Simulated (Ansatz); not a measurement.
# AuCH3 (singlet): from Hartree-Fock to the top rungs at a displaced geometry (v1), def2-SVP

An exercise on one series of results from a longer session: the logs are not shown, and one member is left open.

Computed with Ansatz 0.2.0, Gaussian basis. Level: def2-SVP, core rule «outside noble gas», up to 5 orbitals frozen.

Plan: UHF; CCSD(T) on RHF; CISD; CCSDT(Q) on RHF; CASSCF and NEVPT2, 8 electrons in 8 orbitals.

4 further runs of the same task are left out: 2 that didn't finish, 2 set aside as unsound or not needed.

### The geometry

The geometry is a PBE0/def2-TZVP stationary point (not a proven minimum) with its atoms shifted at random (size 0.040 Å). No spin-orbit coupling is included. Elements past krypton take def2 core potentials.

5 atoms, charge 0, spin multiplicity 1.

Atoms are counted from 1 here; the program's logs count them from 0.

Bond lengths: Au1–C2 2.010 Å, C2–H3 1.050 Å, C2–H4 1.061 Å, C2–H5 1.125 Å. Angles: Au1–C2–H3 111.5°, Au1–C2–H4 104.5°, Au1–C2–H5 102.0°, H3–C2–H4 113.2°, H3–C2–H5 109.4°, H4–C2–H5 115.7°.

Coordinates:

```xyz
5

Au   -0.1467    0.0019    0.0023
C     1.8633   -0.0293   -0.0211
H     2.2323   -1.0112   -0.0606
H     2.1467    0.4885    0.8610
H     2.0933    0.4957   -0.9895
```

The first run:

Input file in.yaml:

```yaml
crystal:
  periodic: [false, false, false]
  atoms:
    - {symbol: Au, position_ang: [-0.146743, 0.001927, 0.002256]}
    - {symbol: C, position_ang: [1.863324, -0.029340, -0.021130]}
    - {symbol: H, position_ang: [2.232275, -1.011154, -0.060551]}
    - {symbol: H, position_ang: [2.146674, 0.488464, 0.860969]}
    - {symbol: H, position_ang: [2.093279, 0.495733, -0.989533]}
basis:
  gaussian: {orbitals: def2-SVP}
magnetization: {spin_polarized: true, initial_magnetization: 0}
hamiltonian: {xc: hf}
output: {orbitals: {seedname: orbitals}}
```

Run with:

```console
ansatz run in.yaml --threads 1 --pin off --events-out ev --progress --plain --max-ram 2393MiB
```

Steps of the session up to this table: UHF; CCSD(T) on RHF; CISD; CCSDT(Q) on RHF; CASSCF and NEVPT2, 8 electrons in 8 orbitals.

One table of the session follows, with a row left open; its other results are not shown here.

It belongs to the step «Misses and costs». 

```
         method  from RCCSDT(Q) (meV)
            RHF                     ?
           RMP2                +261.2
           CISD               +1629.2
          RCCSD                +345.3
       RCCSD(T)                 +22.2
         RCCSDT                 +18.4
      RCCSDT(Q)                     0
CASSCF frontier               +9930.4
NEVPT2 frontier                +406.3
```

Estimate the missing values for RHF.

**Answer.** from RCCSDT(Q) (meV): +12345.5. In the column «from RCCSDT(Q) (meV)» it is the highest.
